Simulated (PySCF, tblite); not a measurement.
**C₃H₁₄OSi₃: geometry, infrared bands and NMR shifts**

What infrared bands and NMR shifts should C₃H₁₄OSi₃ (`CC(C)[SiH2][SiH2]O[SiH3]`) show?

The runs use tblite 0.8.0 and PySCF 2.14.0, with density-fitted response routines of our own; the level of theory stands in each step. All values are computed, except where a source is named. Atoms count from 0, in the outputs and in this text.

## 1. Starting geometry

21 atoms, charge 0, multiplicity 1; geometry from: force field or distance geometry start.

Bonds of the start (Å): C0–C1 1.51, C1–C2 1.48, C1–Si3 1.86, Si3–Si4 2.24, Si4–O5 1.71, O5–Si6 1.72, C0–H7 1.10, C0–H8 1.11, C0–H9 1.11, C1–H10 1.12, C2–H11 1.10, C2–H12 1.13, C2–H13 1.12, Si3–H14 1.45, Si3–H15 1.48, Si4–H16 1.46, Si4–H17 1.46, Si6–H18 1.46, Si6–H19 1.48, Si6–H20 1.46.

## 2. Relaxing the molecule with GFN2-xTB

Job settings and geometry (Å):

```
{"job": {"kind": "relax", "xc": "GFN2-xTB", "basis": "xTB"}, "charge": 0, "multiplicity": 1}
C     -1.680200     0.840300     0.939600
C     -1.928600    -0.458000     0.202200
C     -3.076200    -0.252500    -0.713300
Si    -0.353500    -0.936100    -0.656800
Si     1.384800     0.256900     0.099100
O      2.688600    -0.839500     0.293400
Si     4.198100    -0.009600     0.335200
H     -0.918500     0.650500     1.715400
H     -1.353500     1.579500     0.178700
H     -2.620800     1.168800     1.437200
H     -2.159000    -1.239700     0.977300
H     -2.955700    -0.705700    -1.706800
H     -3.984000    -0.695500    -0.202600
H     -3.282000     0.847700    -0.759000
H     -0.406600    -0.775300    -2.096600
H     -0.080300    -2.347700    -0.326300
H      1.089100     0.940600     1.358100
H      1.663700     1.268700    -0.920600
H      5.225000    -0.853500    -0.264800
H      4.511400     0.295600     1.751800
H      4.029500     1.281600    -0.332400
```

Run with:

```
$ OMP_NUM_THREADS=1 python probes_run.py task.json out
```

The driver reads the jobs from task.json and runs them one after another.

**Question.** This job is followed by: GFN2-xTB harmonic vibrations, gas phase; GIAO PBE0/pcSseg-1 NMR shielding, non-relativistic, gas phase. What will the session give for the following? strongest single infrared mode (GFN2-xTB); zero-point energy (GFN2-xTB); ¹³C shifts against TMS (PBE0/pcSseg-1, means over atoms taken as alike); ¹H shifts against TMS (PBE0/pcSseg-1, means over atoms taken as alike); ²⁹Si shifts against TMS (PBE0/pcSseg-1); ¹⁷O shifts against H2O (PBE0/pcSseg-1).

**Answer**, as computed:

```
                                                               quantity                             value
                              strongest single infrared mode (GFN2-xTB)              676 cm⁻¹, 772 km/mol
                                           zero-point energy (GFN2-xTB)                     96.3 kcal/mol
¹³C shifts against TMS (PBE0/pcSseg-1, means over atoms taken as alike)                    24.3, 15.4 ppm
 ¹H shifts against TMS (PBE0/pcSseg-1, means over atoms taken as alike)  5.71, 5.06, 3.90, 1.05, 0.97 ppm
                                ²⁹Si shifts against TMS (PBE0/pcSseg-1)           -28.5, -42.8, -59.1 ppm
                                 ¹⁷O shifts against H2O (PBE0/pcSseg-1)                         -14.1 ppm
```

What this shows: The optimisation took 234 steps and gained 1.324 eV; among the close pairs (by a distance rule), O5–Si6 changed most, from 1.723 to 1.615 Å. The lowest mode is imaginary (22i cm⁻¹), so the xTB geometry is not a minimum. The strongest single mode, at 676 cm⁻¹, is spread over many atoms; the largest shares are those of Si3, H15. Unscaled tight-binding wavenumbers are off by several per cent, some by more. Its intensities can rank the bands wrongly. At PBE0/pcSseg-1: The widest tensor belongs to O5: span 172 ppm, with a paramagnetic part of -48 ppm.
